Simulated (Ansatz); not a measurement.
# Cs on Au (Gold) (111)

An exercise on one series of results from a longer session: the logs are not shown, and one member is left open.

The COD entry's cell or inner coordinates are ideal or old and differ from later refinements, so a difference from it is no clean test against experiment.

Computed with Ansatz 0.2.0 (DFT PBE, scalar-relativistic, plane waves, PAW, unless a step's input says otherwise).

2 further runs of the same task are left out: 2 set aside as unsound or not needed.

### The system as given

It takes space group Fm-3m (No. 225, cubic). Conventional cell: a = 4.158 Å, b = 4.158 Å, c = 4.158 Å, α = 90.00°, β = 90.00°, γ = 90.00°. Around Au (site symmetry m-3m) lie 12 Au at 2.94 Å.

Structure file:

```xyz
1
Lattice="0.0000 2.0791 2.0791 2.0791 0.0000 2.0791 2.0791 2.0791 0.0000" Properties=species:S:1:pos:R:3 pbc="T T T"
Au    0.0000    0.0000    0.0000
```

This cell was relaxed beforehand with the same method: volume 17.97 Å³/atom, gap on the mesh none (metal).

A (111) slab, 7.2 Å thick as cut, with 17 Å of vacuum, in a 2×2 surface cell; its outer planes are Au (top) and Au (bottom).

The slab as cut. Its planes from the bottom up:

| plane | atoms per cell | height over the lowest (Å) |
| --- | --- | --- |
| 1 | Au4 | 0.00 |
| 2 | Au4 | 2.40 |
| 3 | Au4 | 4.80 |
| 4 | Au4 | 7.20 |

Set-up of the first run:

Miller indices refer to the conventional cell of the relaxed bulk, Fm-3m (No. 225): a = 4.158 Å, b = 4.158 Å, c = 4.158 Å, α = 90.00°, β = 90.00°, γ = 90.00°.

input.yaml reads:

```yaml
crystal:
  lattice:
    - [5.8804601869, 0.0, 0.0]
    - [-2.9402300934, 5.0926279078, 0.0]
    - [0.0, 0.0, 24.2020634553]
  atoms:
    - { symbol: Au, position: [0.3333333333, 0.1666666667, 0.3512097229] }
    - { symbol: Au, position: [0.3333333333, 0.6666666667, 0.3512097229] }
    - { symbol: Au, position: [0.8333333333, 0.1666666667, 0.3512097229] }
    - { symbol: Au, position: [0.8333333333, 0.6666666667, 0.3512097229] }
    - { symbol: Au, position: [0.6666666667, 0.3333333333, 0.450403241] }
    - { symbol: Au, position: [0.6666666667, 0.8333333333, 0.450403241] }
    - { symbol: Au, position: [0.1666666667, 0.3333333333, 0.450403241] }
    - { symbol: Au, position: [0.1666666667, 0.8333333333, 0.450403241] }
    - { symbol: Au, position: [0.0, 0.5, 0.549596759] }
    - { symbol: Au, position: [0.0, 0.0, 0.549596759] }
    - { symbol: Au, position: [0.5, 0.5, 0.549596759] }
    - { symbol: Au, position: [0.5, 0.0, 0.549596759] }
    - { symbol: Au, position: [0.3333333333, 0.6666666667, 0.6487902771] }
    - { symbol: Au, position: [0.3333333333, 0.1666666667, 0.6487902771] }
    - { symbol: Au, position: [0.8333333333, 0.6666666667, 0.6487902771] }
    - { symbol: Au, position: [0.8333333333, 0.1666666667, 0.6487902771] }
basis:
  ecutwfc: 420
kpoints:
  mp_grid: { grid: [6, 6, 1] }
hamiltonian:
  xc: pbe
scf:
  occupations: { method: gaussian, width: 0.1 }
output:
  forces: true
  eigenvalues: true
  write_density: true
  write_potential: true
  elf: true
  volumetric_format: npy
relax:
  adjacent_minimum: "off"
  f_tol: 0.03
  max_steps: 70
  constraints: [{ sites: [0, 1, 2, 3, 4, 5, 6, 7] }]
efield:
  axis: 3
  dipole_correction: true
```

Run with:

```sh
> ansatz run input.yaml --threads 4 --pin off --max-ram 10240MiB --backend cpu --events-out ev --progress --plain --runs-dir out
```

Steps of the session up to this table: The clean surface, relaxed; Cs put at a top (Au) site; Cs at the hollow (nearest Au) site; Cs put at a bridge (Au-Au) site.

One table of the session follows, with a row left open; its other results are not shown here.

It belongs to the step «Adsorption of Cs: the sites compared». 

```
                              start  height (Å)  Δφ, top (eV)  Δ dipole (e·Å)
           top (Au) at (0.33, 0.67)           ?             ?               ?
hollow (nearest Au) at (0.00, 0.00)        2.88         -3.58          +0.587
     bridge (Au-Au) at (0.08, 0.17)        2.87         -3.60          +0.591
hollow (nearest Au) at (0.17, 0.33)        2.86         -3.58          +0.588
```

**Question.** Estimate the row for top (Au) at (0.33, 0.67).

**Answer.** height (Å): 2.90; Δφ, top (eV): -3.59; Δ dipole (e·Å): +0.589. In the column «height (Å)» it is the highest.

Limits of these values: A start on a symmetric site keeps its symmetry, so an end may be a saddle point and not a minimum. In some runs the vacuum holds more charge than the dipole correction wants, so vacuum levels can be off. Warnings in the runs' records: vacuum density over bound, xc potential rough in thin density.
